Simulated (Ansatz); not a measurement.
# C₂H₆O₂Si: up Jacob's ladder to CCSD(T)

One table from this session's results is given with a row withheld; the runs are named, their logs left out.

Method: functionals in def2-TZVPP, the program's frozen cores in correlated methods; program: Ansatz 0.2.0, Gaussian basis.

The runs, in order: PBE-D4, r2SCAN-D4, PBE0-D4, B3LYP-D4, ωB97X-V, ωB97M-V, B2PLYP; CCSD(T)/def2-TZVPP; MP2/def2-QZVPP; extrapolation to the limit.

### The relaxed structure

The geometry comes from an earlier relaxation with PBE0-D4 in a triple-zeta def2 set; it is a stationary point, not always the lowest conformer.

SMILES `[SiH3]OC1CO1`, 11 atoms, charge 0, spin multiplicity 1.

Atoms are counted from 1 here; the program's logs count them from 0.

Bond lengths: Si1–O2 1.662 Å, Si1–H6 1.481 Å, Si1–H7 1.486 Å, Si1–H8 1.483 Å, O2–C3 1.368 Å, C3–C4 1.456 Å, C3–O5 1.404 Å, C3–H9 1.087 Å, C4–O5 1.435 Å, C4–H10 1.086 Å, C4–H11 1.087 Å. Angles: O2–Si1–H6 103.8°, O2–Si1–H7 111.6°, O2–Si1–H8 111.7°, H6–Si1–H7 109.7°, H6–Si1–H8 110.3°, H7–Si1–H8 109.7°, Si1–O2–C3 122.7°, O2–C3–C4 121.8°, O2–C3–O5 116.9°, O2–C3–H9 111.9°, C4–C3–O5 60.2°, C4–C3–H9 120.7°, O5–C3–H9 115.3°, C3–C4–O5 58.1°, C3–C4–H10 120.8°, C3–C4–H11 118.3°, O5–C4–H10 115.0°, O5–C4–H11 114.8° and more.

As a file:

```
Si   -1.1281    0.6691    1.1172
O     0.0250    1.0967   -0.0003
C     0.9886    0.2293   -0.4357
C     0.6599   -0.9481   -1.2275
O     1.0157   -1.0413    0.1599
H    -1.9723    1.8801    1.2332
H    -1.9535   -0.4719    0.6434
H    -0.5235    0.3361    2.4295
H     1.9560    0.7153   -0.5387
H     1.3834   -1.3737   -1.9170
H    -0.3859   -1.1489   -1.4436
```

Set-up of the first run:

Contents of in.yaml:

```yaml
crystal:
  periodic: [false, false, false]
  atoms:
    - {symbol: Si, position_ang: [-1.128053, 0.669061, 1.117212]}
    - {symbol: O, position_ang: [0.024955, 1.096749, -0.000334]}
    - {symbol: C, position_ang: [0.988612, 0.229331, -0.435710]}
    - {symbol: C, position_ang: [0.659927, -0.948105, -1.227455]}
    - {symbol: O, position_ang: [1.015727, -1.041252, 0.159884]}
    - {symbol: H, position_ang: [-1.972271, 1.880140, 1.233229]}
    - {symbol: H, position_ang: [-1.953476, -0.471928, 0.643443]}
    - {symbol: H, position_ang: [-0.523541, 0.336149, 2.429544]}
    - {symbol: H, position_ang: [1.955995, 0.715289, -0.538738]}
    - {symbol: H, position_ang: [1.383437, -1.373676, -1.917001]}
    - {symbol: H, position_ang: [-0.385913, -1.148860, -1.443573]}
basis:
  gaussian: {orbitals: def2-TZVPP}
hamiltonian: {xc: pbe, dispersion: d4}
output: {forces: true, orbitals: {seedname: orbitals}}
```

Launch:

```console
$ ansatz run in.yaml --threads 4 --pin off --events-out ev --progress --plain --max-ram 10444MiB
```

Among the steps run: PBE-D4 (GGA); r2SCAN-D4 (meta-GGA); PBE0-D4 (hybrid); B3LYP-D4 (hybrid); ωB97X-V (range-separated); ωB97M-V (range-separated); B2PLYP (double hybrid); CCSD(T) in def2-TZVPP; MP2 in def2-QZVPP.

One of the session's tables, all rows but one given; the rest of the session is left out.

```
            method  atomisation energy (kJ/mol)
            PBE-D4                       4222.5
         r2SCAN-D4                       4146.8
           PBE0-D4                       4129.5
          B3LYP-D4                            ?
           ωB97X-V                       4156.4
           ωB97M-V                       4148.2
            B2PLYP                       4084.9
     HF/def2-TZVPP                       2922.5
    MP2/def2-TZVPP                       4109.0
   CCSD/def2-TZVPP                       3956.1
CCSD(T)/def2-TZVPP                       4023.4
           MP2/CBS                       4222.1
       CCSD(T)/CBS                       4136.5
```

Q: Estimate the row for B3LYP-D4 from the others.

**Answer.** atomisation energy (kJ/mol): 4122.0. In the column «atomisation energy (kJ/mol)» it lies between MP2/def2-TZVPP (4109.0) and PBE0-D4 (4129.5).
